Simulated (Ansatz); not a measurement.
Input of an Ansatz 0.2.0 run:

File input.yaml:

```yaml
crystal:
  lattice:
    - [3.80282076, 0.0, 0.0]
    - [-1.90141038, 3.29333938, 0.0]
    - [0.0, 0.0, 4.98986216]
  atoms:
    - { symbol: Al, position: [0.661541, 0.329166, 0.506419] }
    - { symbol: Si, position: [0.00088, -0.003676, 0.750693] }
    - { symbol: Si, position: [-0.007032, -0.003065, 0.250599] }
    - { symbol: Cl, position: [0.337327, 0.683888, -0.001364] }
kpoints:
  mp_grid: { grid: [8, 8, 6] }
scf:
  occupations: { method: fermi_dirac, width: 0.05 }
hamiltonian:
  xc: pbe
  pseudopotentials: { kind: all_electron, lapw: { basis_error: 0.001 } }
output:
  forces: true
  stress: true
  eigenvalues: true
  populations: true
```

Potentials or basis: all-electron LAPW, scalar-relativistic.

Launch:

```console
$ ansatz run input.yaml --threads 2 --pin off --max-ram 6144MiB --backend cpu --events-out ev --progress --plain --runs-dir out
```

(1) Estimate the band gap on the k mesh.

(2) Estimate the pressure.

(3) Estimate the largest force.

Results:

(1) none (metal or under the smearing width).

(2) 21.3 GPa.

(3) 1.205 eV/Å.
